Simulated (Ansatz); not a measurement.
# Si2GeC3: the cost of one run

Program: Ansatz 0.2.0. Level of theory: DFT PBE, scalar-relativistic, plane waves, PAW. These are calculated values, not measurements.

## Step 1: The system as given

Symmetry: P-3m1, No. 164, trigonal system. The conventional cell has a = 3.374 Å, b = 3.374 Å, c = 8.344 Å, α = 90.00°, β = 90.00°, γ = 120.00°. Si (site symmetry 3m) has 6 C at 2.45 Å as nearest neighbours. Ge (site symmetry -3m) is surrounded by 6 C at 2.28 Å. Around C (site symmetry 3m) lie 3 Ge at 2.28 Å. C (site symmetry -3m) is surrounded by 6 Si at 2.45 Å.

Structure file:

```cif
data_structure
_symmetry_space_group_name_H-M 'P-3m1'
_symmetry_Int_Tables_number 164
_cell_length_a 3.3737
_cell_length_b 3.3737
_cell_length_c 8.3441
_cell_angle_alpha 90.000
_cell_angle_beta 90.000
_cell_angle_gamma 120.000
_cell_volume 82.25
loop_
_atom_site_label
_atom_site_type_symbol
_atom_site_symmetry_multiplicity
_atom_site_Wyckoff_symbol
_atom_site_fract_x
_atom_site_fract_y
_atom_site_fract_z
_atom_site_occupancy
Si1 Si 2 d 0.33333 0.66667 0.67902 1
Ge1 Ge 1 a 0.00000 0.00000 0.00000 1
C1 C 2 d 0.33333 0.66667 0.14299 1
C2 C 1 b 0.00000 0.00000 0.50000 1
```

A structure generator made this guess: species swapped into a database cell of K2NaCl3 (P-3m1, No. 164), with Si on the K sites, Ge on the Na sites and C on the Cl sites. The dimensions are guesses.

## Step 2: The guess as it stands, on a coarse mesh

input.yaml reads:

```yaml
crystal:
  lattice:
    - [3.37372103, 0.0, 0.0]
    - [-1.68686052, 2.92172812, 0.0]
    - [0.0, 0.0, 8.34411189]
  atoms:
    - { symbol: Si, position: [0.33333333, 0.66666667, 0.67902339] }
    - { symbol: Si, position: [0.66666667, 0.33333333, 0.32097661] }
    - { symbol: Ge, position: [0.0, 0.0, 0.0] }
    - { symbol: C, position: [0.33333333, 0.66666667, 0.1429916] }
    - { symbol: C, position: [0.66666667, 0.33333333, 0.8570084] }
    - { symbol: C, position: [0.0, 0.0, 0.5] }
basis:
  ecutwfc: 420
kpoints:
  mp_grid: { grid: [6, 6, 2] }
hamiltonian:
  xc: pbe
scf:
  occupations: { method: gaussian, width: 0.1 }
  lower_state_search: "off"
output:
  forces: true
  stress: true
  eigenvalues: true
```

Started as:

```bash
> ansatz run input.yaml --threads 1 --pin off --max-ram 2560MiB --backend cpu --events-out ev --progress --plain --runs-dir out
```

Q: Estimate wall time and peak memory on 1 thread of Arm Neoverse V1, shared host.

About 1.7 s, with a peak of 0.33 GiB.
